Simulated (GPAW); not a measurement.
A run of GPAW 26.7.0 is set up as follows.

File run.py:

```python
from ase import Atoms
from ase.calculators.mixing import SumCalculator
from ase.filters import FrechetCellFilter
from ase.io import write
from ase.optimize import BFGS
from dftd3.ase import DFTD3
from gpaw import GPAW, PW, setup_paths

setup_paths.insert(0, '.')

atoms = Atoms(['Au', 'Au', 'Au', 'In'],
              cell=[[3.1605898, 0.0, 0.0],
                    [-1.5802949, 2.7371510577, 0.0],
                    [0.0, 0.0, 9.057575]],
              scaled_positions=[[0.3333333333, 0.6666666667, 0.751605],
                                [0.3333333333, 0.6666666667, 0.248395],
                                [0.6666666667, 0.3333333333, 0.5],
                                [0.6666666667, 0.3333333333, 0.0]],
              pbc=True)

calc = GPAW(mode=PW(600),
            xc='PBEsol',
            kpts={'size': (6, 6, 2), 'gamma': True},
            occupations={'name': 'fermi-dirac', 'width': 0.05},
            nbands=42,
            convergence={'density': 1e-05, 'forces': 0.0001},
            maxiter=150,
            txt='gpaw.txt')
atoms.calc = SumCalculator([calc, DFTD3(method='pbesol', damping='d3zero')])
opt = BFGS(FrechetCellFilter(atoms), trajectory='relax.traj', logfile='-')
done = opt.run(fmax=0.02, steps=60)
calc.write('gs.gpw')
write('result.traj', atoms)
print('Converged:', done)
print('Cell:', atoms.cell.cellpar().round(4))
print('Volume:', round(atoms.get_volume(), 4))
print(atoms.get_scaled_positions().round(5))
```

Potentials or basis: PAW data sets generated in the run's folder for this functional, pw.

The run is started by

```bash
$ gpaw-setup -f PBEsol Au In
$ OMP_NUM_THREADS=1 python run.py
```

(1) Estimate the relaxed cell.

(2) Estimate the band gap on the k mesh.

Results:

(1) a = 3.300 Å, b = 3.300 Å, c = 7.983 Å, α = 90.00°, β = 90.00°, γ = 120.00°.

(2) none (metal or under the smearing width).

Caveat: the k mesh is coarse (spacing up to 0.38 Å⁻¹), so the values aren't converged; later steps reuse the first step's grids.
